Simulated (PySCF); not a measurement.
ZnH2, in a box:

```
Zn H
1.0
    11.00000    0.00000    0.00000
     0.00000   12.00000    0.00000
     0.00000    0.00000   10.00000
Zn H
1 2
Direct
  0.50118 0.50175 0.50340
  0.55520 0.61390 0.55039
  0.44716 0.38960 0.45641
```

Program: PySCF 2.14.0. Alike in all runs: task atomic charges; potentials or basis def2-svp (all-electron); no spin polarisation; cell as given; k mesh 1 × 1 × 1; smearing fixed.

Q: Order these runs on this cell by their band gap on the k mesh, lowest first.
A. level r2SCAN0; three-centre integrals read from an earlier run's file; exxdiv ewald
B. level r2SCAN+D3(BJ); three-body dispersion term no; three-centre integrals read from an earlier run's file
C. level PBE

A: C (6.82 eV), B (7.44 eV), A (9.43 eV).

Caveats: this is a molecule in a periodic box at the Γ point, so its band gap is the HOMO-LUMO gap; the basis of atomic orbitals isn't converged, which shifts pressures, moduli and gaps; these D3(BJ) parameters were fitted with the three-body term, which the run leaves out (some runs).

